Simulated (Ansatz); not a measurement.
# ZrSc (P-6m2): all-electron equation of state

Where is the equilibrium volume of ZrSc (P-6m2) with all electrons, and how stiff is it? Aim: an all-electron equation of state, for ZrSc (P-6m2), run from a script.

Computed with Ansatz 0.2.0 through its Python package. Level of theory: DFT PBEsol, all-electron LAPW.

### Step 1. The system

Symmetry: P-6m2, No. 187, hexagonal system. Conventional cell: a = 3.283 Å, b = 3.283 Å, c = 5.155 Å, α = 90.00°, β = 90.00°, γ = 120.00°. Zr (site symmetry -6m2) is surrounded by 6 Sc at 3.20 Å and 6 Zr at 3.28 Å. Sc (site symmetry -6m2) is surrounded by 6 Zr at 3.20 Å and 6 Sc at 3.28 Å.

No structure file is read: the coordinates are typed or built in the script.

### Step 2. The code

eos_lapw_zrsc.py reads:

```python
'''All-electron equation of state of ZrSc.'''

import warnings

import ansatz as az
from ase.eos import EquationOfState
from ase.units import GPa
import numpy as np

FUNCTIONAL = 'PBEsol'
OCCUPATIONS = 'fermi_dirac'
SMEARING_WIDTH = 0.15
TOLERANCE = 1e-05
MAX_ITERATIONS = 200
KMESH = (10, 10, 6)

VECTORS = np.array([
    [3.28285, 0.0, 0.0],
    [-1.64142, 2.84303, 0.0],
    [0.0, 0.0, 5.15501],
])
SITES = [
    ('Zr', (2 / 3, 1 / 3, 0.0)),
    ('Sc', (0.0, 0.0, 0.5)),
]


def build(cell):
    crystal = az.Crystal(lattice=az.Lattice.of(cell))
    for symbol, position in SITES:
        crystal = crystal.atom(symbol, position)
    return crystal


def main() -> None:
    warnings.simplefilter('ignore', az.DeckWarning)

    volumes, energies = [], []
    for scale in np.linspace(0.94, 1.06, 7):
        cell = VECTORS * scale ** (1 / 3)
        calculation = (
            build(cell).calculation()
            .functional(FUNCTIONAL)
            .occupations(OCCUPATIONS, width=SMEARING_WIDTH)
            .scf(tolerance=TOLERANCE, max_iterations=MAX_ITERATIONS)
            .kpoints(*KMESH)
            .pseudopotentials('all_electron', lapw=True)
        )
        r = calculation.run(threads=1).report
        volumes.append(abs(np.linalg.det(cell)) / len(SITES))
        energies.append(r['free_energy_ev'] / len(SITES))
        print(f'{scale:.3f} {volumes[-1]:9.4f} A^3/atom {energies[-1]:16.5f} eV/atom  (estimated basis error {1000 * r["lapw_basis_errors"]["total_ev_per_atom"]:.2f} meV/atom)')
    v0, e0, bulk = EquationOfState(volumes, energies, eos='birchmurnaghan').fit()
    print(f'V0 = {v0:.4f} A^3/atom, B0 = {bulk / GPa:.1f} GPa')


if __name__ == '__main__':
    main()
```

### Step 3. The calls as engine input

The engine receives this input (first run):

```yaml
crystal:
  lattice:
    - [3.2158342569968807, 0.0, 0.0]
    - [-1.607912230567897, 2.784992694661603, 0.0]
    - [0.0, 0.0, 5.049776186289806]
  atoms:
    - { symbol: Zr, position: [0.6666666666666666, 0.3333333333333333, 0.0] }
    - { symbol: Sc, position: [0.0, 0.0, 0.5] }
kpoints:
  mp_grid:
    grid: [10, 10, 6]
hamiltonian:
  xc: pbesol
  pseudopotentials:
    kind: all_electron
    lapw: {}
scf:
  max_iter: 200
  convergence:
    dr2_threshold: 1.0e-05
  occupations:
    method: fermi_dirac
    width: 0.15
```

### Step 4. Running it

The run is started by

```sh
> python eos_lapw_zrsc.py
```

What it wrote:

```text
0.940   22.6131 A^3/atom     -59321.57548 eV/atom  (estimated basis error 0.03 meV/atom)
0.960   23.0942 A^3/atom     -59321.57599 eV/atom  (estimated basis error 0.03 meV/atom)
0.980   23.5753 A^3/atom     -59321.57182 eV/atom  (estimated basis error 0.03 meV/atom)
1.000   24.0565 A^3/atom     -59321.56337 eV/atom  (estimated basis error 0.03 meV/atom)
1.020   24.5376 A^3/atom     -59321.55101 eV/atom  (estimated basis error 0.03 meV/atom)
1.040   25.0187 A^3/atom     -59321.53507 eV/atom  (estimated basis error 0.03 meV/atom)
1.060   25.4999 A^3/atom     -59321.51587 eV/atom  (estimated basis error 0.03 meV/atom)
V0 = 22.9023 A^3/atom, B0 = 76.9 GPa
```

It took 2.6 min on 1 thread of Arm Neoverse V1, shared host; peak memory 0.42 GiB.

### Step 5. Inputs of later runs

The engine's inputs for some of the other runs:

Run 2, against run 1:

```diff
@@ -3,3 +3,3 @@
-    - [3.2158342569968807, 0.0, 0.0]
-    - [-1.607912230567897, 2.784992694661603, 0.0]
-    - [0.0, 0.0, 5.049776186289806]
+    - [3.2384817232863132, 0.0, 0.0]
+    - [-1.6192359292190082, 2.8046059654735025, 0.0]
+    - [0.0, 0.0, 5.085339162117727]
```

Run 5, against run 1:

```diff
@@ -3,3 +3,3 @@
-    - [3.2158342569968807, 0.0, 0.0]
-    - [-1.607912230567897, 2.784992694661603, 0.0]
-    - [0.0, 0.0, 5.049776186289806]
+    - [3.304591362079417, 0.0, 0.0]
+    - [-1.6522906479261608, 2.8618585619606884, 0.0]
+    - [0.0, 0.0, 5.189150134009478]
```

Run 7, against run 1:

```diff
@@ -3,3 +3,3 @@
-    - [3.2158342569968807, 0.0, 0.0]
-    - [-1.607912230567897, 2.784992694661603, 0.0]
-    - [0.0, 0.0, 5.049776186289806]
+    - [3.3472359540887724, 0.0, 0.0]
+    - [-1.6736128789802744, 2.8987898425310337, 0.0]
+    - [0.0, 0.0, 5.256114295714749]
```

### Step 6. Run by run

The 7 runs, in the order started:

```csv
run,volume (Å³/atom),energy from run 2 (meV/atom),SCF cycles,CPU time (s)
1,22.613,0.51,8,23
2,23.094,0.00,8,23
3,23.575,4.17,8,22
4,24.056,12.62,8,22
5,24.538,24.98,8,23
6,25.019,40.92,8,20
7,25.500,60.12,8,21
```

Energies are free energies F = E - TS of the smeared occupations. 

### Step 7. What came out

| quantity | value |
| --- | --- |
| runs compared | 7 |
| range of energy | 60.12 meV/atom |
| lowest point, volume (Å³/atom) | 23.094 |
| equilibrium volume (fit) | 22.90 Å³/atom |
| bulk modulus (fit) | 77 GPa |

In words: A third-order Birch-Murnaghan fit through the 7 points has its minimum at 22.90 Å³ an atom, 4.8 % below the typed cell, with a bulk modulus of 77 GPa and dB/dP = 3.3. From that minimum the energy rises by 0.9 meV an atom on the compressed side and 60.5 meV on the expanded side. The window is off centre, so dB/dP is rough. Shape and fractional positions are held along the curve, so the bulk modulus is an upper value where they are free to relax, by a factor of two or more in layered or hydrogen-bonded cells. The smearing is wide enough that free energy and stress hold a thermal part of the electrons. This cell is a computed structure, which may not be the phase found in nature.
